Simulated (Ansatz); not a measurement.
# C2H4AlNO: molecular dynamics

The plan is to follow the molecule's vibrations and see whether its bonds hold. The start is relaxed first. Runs: 600 steps of 0.5 fs under a Langevin thermostat at 700 K. SMILES of the start: [CH3][AlH][N]=C=O.

All numbers below are computed with Ansatz 0.2.0 (RKS PBE/STO-3G).

### 1 The system as given

Bond lengths: C1–Al2 1.959 Å, Al2–N3 1.894 Å, N3–C4 1.271 Å, C4–O5 1.247 Å, C1–H6 1.113 Å, C1–H7 1.159 Å, C1–H8 1.079 Å, Al2–H9 1.636 Å. Angles: C1–Al2–N3 119.2°, C1–Al2–H9 120.7°, N3–Al2–H9 120.0°, Al2–C1–H6 110.6°, Al2–C1–H7 107.3°, Al2–C1–H8 111.4°, H6–C1–H7 105.2°, H6–C1–H8 114.3°, H7–C1–H8 107.5°, Al2–N3–C4 125.2°, N3–C4–O5 171.7°.

Coordinates:

```xyz
9

C    -1.2075   -0.6876   -0.0868
Al    0.2162   -0.0252    1.0848
N     1.7063    0.8606    0.3209
C     1.8820    1.0601   -0.9223
O     1.8768    1.2276   -2.1580
H    -2.0437   -1.1113    0.5130
H    -1.6600    0.2288   -0.6325
H    -0.8184   -1.3544   -0.8402
H     0.1369   -0.2449    2.7040
```

### 2 Relaxing the start

Input file input.yaml:

```yaml
crystal:
  periodic: [false, false, false]
  atoms:
    - { symbol: C, position_ang: [-1.2075, -0.6876, -0.0868] }
    - { symbol: Al, position_ang: [0.2162, -0.0252, 1.0848] }
    - { symbol: "N", position_ang: [1.7063, 0.8606, 0.3209] }
    - { symbol: C, position_ang: [1.882, 1.0601, -0.9223] }
    - { symbol: O, position_ang: [1.8768, 1.2276, -2.158] }
    - { symbol: H, position_ang: [-2.0437, -1.1113, 0.513] }
    - { symbol: H, position_ang: [-1.66, 0.2288, -0.6325] }
    - { symbol: H, position_ang: [-0.8184, -1.3544, -0.8402] }
    - { symbol: H, position_ang: [0.1369, -0.2449, 2.704] }
basis:
  gaussian: { orbitals: STO-3G }
hamiltonian:
  xc: pbe
relax:
  f_tol: 0.02
  max_steps: 40
scf:
  lower_state_search: "off"
```

On the command line:

```bash
> ansatz run input.yaml --threads 1 --pin off --max-ram 2048MiB --backend cpu --events-out ev --progress --plain --runs-dir out
```

After this run come: Dynamics.

Q: Predict the outcome of this session. Wanted: relaxation of the start; temperature, first and last step; temperature, second half; potential energy, second half; bonds formed or broken.

The runs gave:

```
                        quantity                          value
         relaxation of the start       10 moves, 0.589 eV lower
                          length            600 steps of 0.5 fs
temperature, first and last step                  622 and 437 K
        temperature, second half  mean 316 K, from 176 to 505 K
   potential energy, second half    +35 meV/atom from the start
          bonds formed or broken                              0
```

In words: Against a set 700 K the second half averages 316 K with a spread of 62 K; 35 meV/atom has gone into potential energy, and a thermostat that acts over some 1000 fs has not made it up in 300 fs. No bond forms or breaks. A run of 300 fs with 9 atoms shows the motion but fixes no equilibrium value. The nuclei move classically, without zero-point motion, which matters most for hydrogen. In so small a basis the energies are only a sketch.
